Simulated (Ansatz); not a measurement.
# KMg2VF6: the cost of one run

Method: reference: DFT r2SCAN, plane waves, PAW, scalar-relativistic, no spin polarisation, in Ansatz 0.2.0.

1 further run of the same task is left out (for a known fault of the program).

## Step 1: Starting point

The structure is cubic, space group Fm-3m (No. 225). The conventional cell has a = 8.033 Å, b = 8.033 Å, c = 8.033 Å, α = 90.00°, β = 90.00°, γ = 90.00°. Mg (site symmetry -43m) is surrounded by 12 F at 2.85 Å. Around K (site symmetry m-3m) lie 6 F at 2.25 Å. F (site symmetry 4mm) is surrounded by 1 V at 1.77 Å and 1 K at 2.25 Å. Around V (site symmetry m-3m) lie 6 F at 1.77 Å.

As a file:

```xyz
10
Lattice="0.0000 4.0165 4.0165 4.0165 0.0000 4.0165 4.0165 4.0165 0.0000" Properties=species:S:1:pos:R:3 pbc="T T T"
Mg    2.0082    2.0082    2.0082
Mg    6.0247    6.0247    6.0247
K     4.0165    4.0165    4.0165
F     1.7672    4.0165    4.0165
F     4.0165    1.7672    4.0165
F     6.2657    4.0165    4.0165
F     4.0165    6.2657    4.0165
F     4.0165    4.0165    1.7672
F     4.0165    4.0165    6.2657
V     0.0000    0.0000    0.0000
```

## Step 2: Baseline

Input file input.yaml:

```yaml
crystal:
  lattice:
    - [0.0, 4.01647, 4.01647]
    - [4.01647, 0.0, 4.01647]
    - [4.01647, 4.01647, 0.0]
  atoms:
    - { symbol: Mg, position: [0.25, 0.25, 0.25] }
    - { symbol: Mg, position: [0.75, 0.75, 0.75] }
    - { symbol: K, position: [0.5, 0.5, 0.5] }
    - { symbol: F, position: [0.78, 0.22, 0.22] }
    - { symbol: F, position: [0.22, 0.78, 0.22] }
    - { symbol: F, position: [0.22, 0.78, 0.78] }
    - { symbol: F, position: [0.78, 0.22, 0.78] }
    - { symbol: F, position: [0.22, 0.22, 0.78] }
    - { symbol: F, position: [0.78, 0.78, 0.22] }
    - { symbol: V, position: [0.0, 0.0, 0.0] }
  symmetry: { tolerance: 0.0003 }
kpoints:
  mp_grid: { grid: [4, 4, 4], shift: [0, 0, 0] }
magnetization:
  spin_polarized: false
scf:
  occupations: { method: fermi_dirac }
hamiltonian:
  pseudopotentials: { kind: paw }
  xc: r2scan
basis:
  ecutwfc: 500
output:
  forces: true
  stress: true
  eigenvalues: true
  write_density: true
  write_potential: true
  elf: true
  volumetric_format: npy
```

Launch:

```bash
> ansatz run input.yaml --threads 1 --pin off --max-ram 2560MiB --backend cpu --events-out ev --progress --plain --runs-dir out
```

What time and memory should one allow on 1 thread of an Arm CPU, shared host?

About 13 s, with a peak of 0.78 GiB.
